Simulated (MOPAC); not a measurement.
# Si2N2H6Cl2 (SMILES N[SiH](N)[SiH](Cl)Cl) at PM3 (COSMO ε = 40, solvent radius 1.3 angstrom, surface segments 252)

Aim: a geometry optimisation of Si2N2H6Cl2. 

The calculation is run with MOPAC 23.2.5.

4 further runs of the same task are left out: 3 that didn't finish, 1 set aside as unsound or not needed.

### 1 The system as given

Si2N2H6Cl2: 12 atoms, total charge 0, spin state singlet. As SMILES, `N[SiH](N)[SiH](Cl)Cl`. The shape comes from a force field and isn't a relaxed structure. This is one conformer, not always the lowest. The run starts from this shape.

Bond lengths: N1–Si2 1.644 Å, Si2–N3 1.673 Å, Si2–Si4 2.406 Å, Si4–Cl5 2.018 Å, Si4–Cl6 2.084 Å, N1–H7 1.062 Å, N1–H8 1.039 Å, Si2–H9 1.428 Å, N3–H10 1.021 Å, N3–H11 1.017 Å, Si4–H12 1.436 Å. Some angles: N1–Si2–N3 91.6°, N1–Si2–Si4 120.1°, N3–Si2–Si4 117.8°, Si2–Si4–Cl5 109.4°, Si2–Si4–Cl6 107.4°, Cl5–Si4–Cl6 103.9°, N1–Si2–H9 106.7°, N3–Si2–H9 105.3°, Si4–Si2–H9 112.8°, Si2–N1–H7 109.8°.

### 2 A structure relaxation at PM3 (COSMO ε = 40, solvent radius 1.3 angstrom, surface segments 252)

File mol.sdf:

```

     RDKit          3D

 12 11  0  0  0  0  0  0  0  0999 V2000
   -1.6296   -0.0803    0.5864 N   0  0  0  0  0  0  0  0  0  0  0  0
   -0.2335   -0.5278   -0.1586 Si  0  0  0  0  0  4  0  0  0  0  0  0
    0.2085   -1.4828    1.1426 N   0  0  0  0  0  0  0  0  0  0  0  0
    1.3264    1.1463   -0.9028 Si  0  0  0  0  0  4  0  0  0  0  0  0
    1.5818    2.5192    0.5537 Cl  0  0  0  0  0  0  0  0  0  0  0  0
    0.4097    2.2129   -2.4405 Cl  0  0  0  0  0  0  0  0  0  0  0  0
   -2.1895    0.5568   -0.0528 H   0  0  0  0  0  0  0  0  0  0  0  0
   -1.4237    0.5620    1.3771 H   0  0  0  0  0  0  0  0  0  0  0  0
   -0.5945   -1.4446   -1.1920 H   0  0  0  0  0  0  0  0  0  0  0  0
    0.6748   -2.3398    0.8410 H   0  0  0  0  0  0  0  0  0  0  0  0
   -0.6364   -1.7847    1.6211 H   0  0  0  0  0  0  0  0  0  0  0  0
    2.5829    0.6075   -1.3413 H   0  0  0  0  0  0  0  0  0  0  0  0
  2  1  1  0
  3  2  1  0
  4  2  1  0
  5  4  1  0
  6  4  1  0
  7  1  1  0
  8  1  1  0
  9  2  1  0
 10  3  1  0
 11  3  1  0
 12  4  1  0
M  END
$$$$
```

File input.mop:

```
PM3 RELSCF=10 RSOLV=1.3 CYCLES=200 GNORM=0.05 SHIFT=300 ITRY=100 LBFGS NSPA=252 EPS=40 CHARGE=0 AUX(PRECISION=6) THREADS=1


N  -1.62960 1 -0.08030 1  0.58640 1
Si -0.23350 1 -0.52780 1 -0.15860 1
N   0.20850 1 -1.48280 1  1.14260 1
Si  1.32640 1  1.14630 1 -0.90280 1
Cl  1.58180 1  2.51920 1  0.55370 1
Cl  0.40970 1  2.21290 1 -2.44050 1
H  -2.18950 1  0.55680 1 -0.05280 1
H  -1.42370 1  0.56200 1  1.37710 1
H  -0.59450 1 -1.44460 1 -1.19200 1
H   0.67480 1 -2.33980 1  0.84100 1
H  -0.63640 1 -1.78470 1  1.62110 1
H   2.58290 1  0.60750 1 -1.34130 1
```

Launch:

```bash
$ obabel mol.sdf -omop -xk "PM3 RELSCF=10 RSOLV=1.3 CYCLES=200 GNORM=0.05 SHIFT=300 ITRY=100 LBFGS NSPA=252 EPS=40 CHARGE=0 AUX(PRECISION=6) THREADS=1" -O input.mop
$ mopac input.mop
```

What values should one expect? Wanted: dipole moment; HOMO energy; LUMO energy; HOMO–LUMO gap; heat of formation.

**Answer.** As computed:

Level: PM3 (COSMO ε = 40, solvent radius 1.3 angstrom, surface segments 252).

| quantity | value |
| --- | --- |
| dipole moment | 9.60 D |
| HOMO energy | -8.04 eV |
| LUMO energy | -1.19 eV |
| HOMO–LUMO gap | 6.86 eV |
| heat of formation | -117.3 kcal/mol |

What this shows: At the final geometry: Bond lengths: N1–Si2 1.752 Å, Si2–N3 1.749 Å, Si2–Si4 2.492 Å, Si4–Cl5 2.143 Å, Si4–Cl6 2.139 Å, N1–H7 0.997 Å, N1–H8 0.998 Å, Si2–H9 1.495 Å, N3–H10 0.997 Å, N3–H11 0.997 Å, Si4–H12 1.498 Å. Some angles: N1–Si2–N3 114.7°, N1–Si2–Si4 111.6°, N3–Si2–Si4 103.3°, Si2–Si4–Cl5 119.5°, Si2–Si4–Cl6 113.2°, Cl5–Si4–Cl6 98.5°, N1–Si2–H9 115.6°, N3–Si2–H9 116.6°, Si4–Si2–H9 91.6°, Si2–N1–H7 117.8°. The optimisation stopped short of its gradient threshold. The optimisation took 77 steps and changed the energy by -1.762 eV.
